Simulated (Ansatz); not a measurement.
# FH4Sn with multiplicity 2: a nudged elastic band in two tries

Wanted: a band of images between two relaxed ends, and a check that the input is sound.

All numbers below are computed with Ansatz 0.2.0 (UKS PBE/def2-SVP).

### 1 The starting structure

Bond lengths: Sn1–H2 1.726 Å, Sn1–H4 1.726 Å, Sn1–H5 1.726 Å, Sn1–F6 1.965 Å. Angles: H2–Sn1–H4 113.4°, H2–Sn1–H5 113.4°, H2–Sn1–F6 105.1°, H4–Sn1–H5 113.4°, H4–Sn1–F6 105.1°, H5–Sn1–F6 105.1°.

Structure file:

```xyz
6

Sn   -0.2445   -0.0001    0.9295
H     1.3750    0.0003    1.5256
H     1.5796    0.0006   -1.6862
H    -0.6636    1.4425    0.0804
H    -0.6628   -1.4427    0.0801
F    -1.3818   -0.0006    2.5325
```

### 2 First try

File input.yaml:

```yaml
crystal:
  periodic: [false, false, false]
  atoms:
    - { symbol: Sn, position_ang: [-0.244492, -9.1e-05, 0.929459] }
    - { symbol: H, position_ang: [1.374971, 0.000314, 1.525564] }
    - { symbol: H, position_ang: [1.579583, 0.000609, -1.68616] }
    - { symbol: H, position_ang: [-0.663648, 1.442494, 0.080376] }
    - { symbol: H, position_ang: [-0.662822, -1.442748, 0.080089] }
    - { symbol: F, position_ang: [-1.381793, -0.000578, 2.532472] }
magnetization:
  spin_polarized: true
  initial_magnetization: 1
basis:
  gaussian: { orbitals: def2-SVP }
hamiltonian:
  xc: pbe
neb:
  order_check: false
  images: 0
  f_tol: 0.05
  max_iterations: 8
  spring: 0.5
  final_atoms:
    - { symbol: Sn, position_ang: [-0.24237597, -0.32639001, -0.05026976] }
    - { symbol: H, position_ang: [0.38419306, -0.05993273, 2.67589116] }
    - { symbol: H, position_ang: [1.32674002, 0.11982714, -0.64153036] }
    - { symbol: H, position_ang: [-1.30148535, 1.04883787, -0.08071895] }
    - { symbol: H, position_ang: [-0.90473692, -1.59005157, -1.05569741] }
    - { symbol: F, position_ang: [0.73946416, 0.8077093, 2.61412531] }
  initial_path:
    images:
      - { positions_ang: [[-0.244492, -9.1e-05, 0.929459], [1.374971, 0.000314, 1.525564], [1.579583, 0.000609, -1.68616], [-0.663648, 1.442494, 0.080376], [-0.662822, -1.442748, 0.080089], [-1.381793, -0.000578, 2.532472]] }
      - { positions_ang: [[-0.17768848, -4.654e-05, 0.62020913], [0.95263436, 0.00017464, 1.67900687], [1.56894013, 0.00058609, -1.35789315], [-0.74437828, 1.43488187, -0.11749942], [-0.74357108, -1.4351461, -0.11778028], [-0.85413765, -0.00044996, 2.75575685]] }
      - { positions_ang: [[-0.11088495, -2.08e-06, 0.31095926], [0.53029771, 3.527e-05, 1.83244975], [1.55829727, 0.00056319, -1.0296263], [-0.82510856, 1.42726973, -0.31537484], [-0.82432017, -1.42754419, -0.31564957], [-0.3264823, -0.00032193, 2.9790417]] }
      - { positions_ang: [[-0.04408143, 4.238e-05, 0.0017094], [0.10796107, -0.00010409, 1.98589262], [1.5476544, 0.00054028, -0.70135946], [-0.90583885, 1.4196576, -0.51325026], [-0.90506925, -1.41994229, -0.51351885], [0.20117306, -0.00019389, 3.20232655]] }
      - { positions_ang: [[-0.11017961, -0.10876841, -0.01561699], [0.2000384, -0.02004697, 2.21589213], [1.47401627, 0.04030257, -0.68141642], [-1.03772101, 1.29605102, -0.36907316], [-0.90495847, -1.47664538, -0.69424504], [0.38060342, 0.26910718, 3.00625947]] }
      - { positions_ang: [[-0.17627779, -0.21757921, -0.03294337], [0.29211573, -0.03998985, 2.44589165], [1.40037814, 0.08006485, -0.66147339], [-1.16960318, 1.17244445, -0.22489605], [-0.9048477, -1.53334847, -0.87497122], [0.56003379, 0.53840824, 2.81019239]] }
      - { positions_ang: [[-0.24237597, -0.32639001, -0.05026976], [0.38419306, -0.05993273, 2.67589116], [1.32674002, 0.11982714, -0.64153036], [-1.30148535, 1.04883787, -0.08071895], [-0.90473692, -1.59005157, -1.05569741], [0.73946416, 0.8077093, 2.61412531]] }
```

Started as:

```sh
$ ansatz run input.yaml --threads 1 --pin off --max-ram 2048MiB --backend cpu --events-out ev --progress --plain --runs-dir out
```

**Question.** What will these runs give? Wanted: first try.

**Answer**, as computed:

| quantity | value |
| --- | --- |
| first try | refused |
| cause | the band is given no inner image |

**Reading.** The fault in the first input was caught at the input check and cost nothing.
